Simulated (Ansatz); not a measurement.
# CH3FSSe: the cost of one run

Program: Ansatz 0.2.0, Gaussian basis. Level of theory: the settings change from run to run. These are calculated values, not measurements.

### Step 1. The molecule

An earlier PBE0-D4 in a triple-zeta def2 set relaxation fixed the geometry.

7 atoms, charge 0, spin multiplicity 1.

Atoms are counted from 1 here; the program's logs count them from 0.

Bond lengths: F1–C2 1.369 Å, C2–S3 1.792 Å, C2–Se4 1.957 Å, C2–H5 1.089 Å, S3–H6 1.343 Å, Se4–H7 1.470 Å. Angles: F1–C2–S3 112.4°, F1–C2–Se4 110.7°, F1–C2–H5 107.5°, S3–C2–Se4 106.1°, S3–C2–H5 110.6°, Se4–C2–H5 109.5°, C2–S3–H6 95.9°, C2–Se4–H7 92.8°.

### Step 2. BHLYP/x2c-TZVPPall

Set apart from the defaults: coordinates scaled by 1.12, the search for lower states set to full.

The input, in.yaml:

```yaml
crystal:
  periodic: [false, false, false]
  atoms:
    - {symbol: F, position_ang: [0.209410, -1.643184, -0.185222]}
    - {symbol: C, position_ang: [-0.027769, -0.154284, 0.094768]}
    - {symbol: S, position_ang: [1.575535, 0.736418, 0.910028]}
    - {symbol: Se, position_ang: [-0.440684, 0.926806, -1.766841]}
    - {symbol: H, position_ang: [-0.990746, -0.069270, 0.837895]}
    - {symbol: H, position_ang: [1.280226, 0.321205, 2.325855]}
    - {symbol: H, position_ang: [-1.537429, -0.193738, -2.267779]}
basis:
  gaussian: {orbitals: x2c-TZVPPall}
hamiltonian: {xc: {name: BHLYP}}
scf: {lower_state_search: full}
output: {forces: true}
```

Launch:

```console
> ansatz run in.yaml --threads 2 --pin off --events-out ev --progress --plain --max-ram 4352MiB
```

What time and memory should one allow on 2 threads of Intel Xeon at 2.50GHz, shared host?

About 12 s, with a peak of 0.53 GiB.
